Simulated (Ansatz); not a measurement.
**InSb3: single points about a listed cell**

A set of self-consistent runs on InSb3 under moves of single atoms, further strains and shifts, swapped elements, distortions that keep the symmetry, other functionals, to map its energy surface near the listed cell.

Method: DFT PBE, scalar-relativistic, plane waves, PAW, in Ansatz 0.2.0.

**1. The system as given**

It takes space group Pm-3m (No. 221, cubic). The conventional cell has a = 4.806 Å, b = 4.806 Å, c = 4.806 Å, α = 90.00°, β = 90.00°, γ = 90.00°. In (site symmetry m-3m) is surrounded by 12 Sb at 3.40 Å. Sb (site symmetry 4/mmm) is surrounded by 4 In at 3.40 Å and 8 Sb at 3.40 Å.

Coordinates:

```
In Sb
1.0
     4.80637    0.00000    0.00000
     0.00000    4.80637    0.00000
     0.00000    0.00000    4.80637
In Sb
1 3
Cartesian
  0.0000 0.0000 0.0000
  2.4032 0.0000 2.4032
  0.0000 2.4032 2.4032
  2.4032 2.4032 0.0000
```

The structure comes from the Materials Project (structure only).

**2. A single atom displaced**

The change: atom 1 (In) moved by 0.22 Å.

input.yaml reads:

```yaml
crystal:
  lattice:
    - [4.806367, 0.0, 0.0]
    - [0.0, 4.806367, 0.0]
    - [0.0, 0.0, 4.806367]
  atoms:
    - { symbol: In, position: [-0.0017414401, 0.0231755087, -0.0406356818] }
    - { symbol: Sb, position: [0.5, 0.0, 0.5] }
    - { symbol: Sb, position: [0.0, 0.5, 0.5] }
    - { symbol: Sb, position: [0.5, 0.5, 0.0] }
basis:
  ecutwfc: 420
kpoints:
  mp_grid: { grid: [8, 8, 8] }
hamiltonian:
  xc: pbe
scf:
  occupations: { method: gaussian, width: 0.1 }
output:
  forces: true
  stress: true
  eigenvalues: true
  populations: true
```

**3. A distortion that keeps the symmetry**

input.yaml reads:

```yaml
crystal:
  lattice:
    - [4.6718367877, 0.0, 0.0]
    - [0.0, 4.6718367877, 0.0]
    - [0.0, 0.0, 4.6718367877]
  atoms:
    - { symbol: In, position: [0.0, 0.0, 0.0] }
    - { symbol: Sb, position: [0.5, 0.0, 0.5] }
    - { symbol: Sb, position: [0.0, 0.5, 0.5] }
    - { symbol: Sb, position: [0.5, 0.5, 0.0] }
basis:
  ecutwfc: 420
kpoints:
  mp_grid: { grid: [10, 10, 10] }
hamiltonian:
  xc: pbe
scf:
  occupations: { method: gaussian, width: 0.1 }
output:
  forces: true
  stress: true
  eigenvalues: true
```

**4. A change within the space group**

Edit input.yaml of step 3 so:

```diff
@@ -2,5 +2,5 @@
   lattice:
-    - [4.6718367877, 0.0, 0.0]
-    - [0.0, 4.6718367877, 0.0]
-    - [0.0, 0.0, 4.6718367877]
+    - [4.9828087326, 0.0, 0.0]
+    - [0.0, 4.9828087326, 0.0]
+    - [0.0, 0.0, 4.9828087326]
   atoms:
```

**5. Functional and cell changed: r2SCAN**

Edit input.yaml of step 4 so:

```diff
@@ -2,5 +2,5 @@
   lattice:
-    - [4.9828087326, 0.0, 0.0]
-    - [0.0, 4.9828087326, 0.0]
-    - [0.0, 0.0, 4.9828087326]
+    - [4.7221113865, 0.0, 0.0]
+    - [0.0, 4.7221113865, 0.0]
+    - [0.0, 0.0, 4.7221113865]
   atoms:
@@ -11,3 +11,3 @@
 basis:
-  ecutwfc: 420
+  ecutwfc: 500
 kpoints:
@@ -15,3 +15,3 @@
 hamiltonian:
-  xc: pbe
+  xc: r2scan
 scf:
```

**6. Another functional, on a distorted cell: PBEsol**

Edit input.yaml of step 5 so:

```diff
@@ -2,5 +2,5 @@
   lattice:
-    - [4.7221113865, 0.0, 0.0]
-    - [0.0, 4.7221113865, 0.0]
-    - [0.0, 0.0, 4.7221113865]
+    - [4.8900458495, 0.0, 0.0]
+    - [0.0, 4.8900458495, 0.0]
+    - [0.0, 0.0, 4.8900458495]
   atoms:
@@ -11,3 +11,3 @@
 basis:
-  ecutwfc: 500
+  ecutwfc: 420
 kpoints:
@@ -15,3 +15,3 @@
 hamiltonian:
-  xc: r2scan
+  xc: pbesol
 scf:
```

**7. One element swapped, cell strained: Sb → As, first probe**

input.yaml reads:

```yaml
crystal:
  lattice:
    - [4.5074010847, 0.0, 0.0]
    - [0.0, 4.5074010847, 0.0]
    - [0.0, 0.0, 4.5074010847]
  atoms:
    - { symbol: In, position: [0.0, 0.0, 0.0] }
    - { symbol: As, position: [0.5, 0.0, 0.5] }
    - { symbol: As, position: [0.0, 0.5, 0.5] }
    - { symbol: As, position: [0.5, 0.5, 0.0] }
basis:
  ecutwfc: 420
kpoints:
  mp_grid: { grid: [4, 4, 4] }
hamiltonian:
  xc: pbe
scf:
  occupations: { method: gaussian, width: 0.1 }
output:
  forces: true
  stress: true
  eigenvalues: true
```

**8. One element swapped, cell strained: Sb → As**

Edit input.yaml of step 7 so:

```diff
@@ -13,3 +13,3 @@
 kpoints:
-  mp_grid: { grid: [4, 4, 4] }
+  mp_grid: { grid: [10, 10, 10] }
 hamiltonian:
```

Before running it: what results should come out? Wanted: for each run, case; energy; pressure; largest force.

The runs gave:

```
step                                             case  energy (meV/atom)  pressure (GPa)  largest force (eV/Å)  gap on the mesh (eV)
   2                          a single atom displaced               +0.0             0.5                  0.34                  0.00
   3             a distortion that keeps the symmetry             +27.6*             5.6                  0.00                  0.00
   4                  a change within the space group             +32.5*            -4.1                  0.00                  0.00
   5              functional and cell changed: r2SCAN                n/a             2.6                  0.00                  0.00
   6  another functional, on a distorted cell: PBEsol                n/a            -4.8                  0.00                  0.00
   8      one element swapped, cell strained: Sb → As                n/a            -4.3                  0.00                  0.00
```

Energies are counted from step 2, with the smearing taken to zero; a star marks another k mesh, which can shift energies by itself, so starred rows don't rank against the others. Other atoms or functionals have another zero of energy (n/a). A gap of 0.00 means none on the mesh at this level.

**Reading.** Among the distorted cells of the listed formula and level the largest force, 0.34 eV/Å, acts on In1 in step 2. The distorted cells of the listed formula and level show no gap on the mesh. Spin-orbit coupling is left out for Sb.
